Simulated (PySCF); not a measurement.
# C4H7BrO: the cost of one run

Computed with PySCF 2.14.0 and routines of our own; the level stands in each step. Atoms count from 0.

## Step 1: The system as given

13 atoms, charge 0, multiplicity 1; geometry from: GFN2-xTB.

## Step 2: Geometry optimisation at PBE0-D3(BJ)/def2-SVP

Job settings and geometry (Å):

```
{"job": {"xc": "PBE0", "basis": "def2-SVP", "d3": "d3bj", "grid": 1, "maxiter": 30, "shake": 0.01, "kind": "geom"}, "charge": 0, "multiplicity": 1}
C      1.497230     0.427120     0.094250
C      0.405950    -0.549750     0.492310
Br     1.144190    -2.376350     0.414980
C     -0.785760    -0.496750    -0.402790
C     -1.638190     0.741820    -0.213140
O     -1.413490     1.625970     0.582670
H      1.805820     0.283150    -0.937280
H      2.361270     0.378660     0.734890
H      1.070310     1.464740     0.195590
H      0.119380    -0.401760     1.547120
H     -0.543880    -0.568100    -1.445230
H     -1.473440    -1.348120    -0.190440
H     -2.543590     0.802480    -0.883260
```

Launch:

```bash
> OMP_NUM_THREADS=1 python heavy_run.py task.json out
```

This one command runs all jobs of the session in turn.

**Question.** How long does this first job take on 1 thread of Intel Xeon Platinum 8259CL at 2.50GHz, shared host, and how much memory does it need?

About 2 min, with a peak of 0.56 GiB.
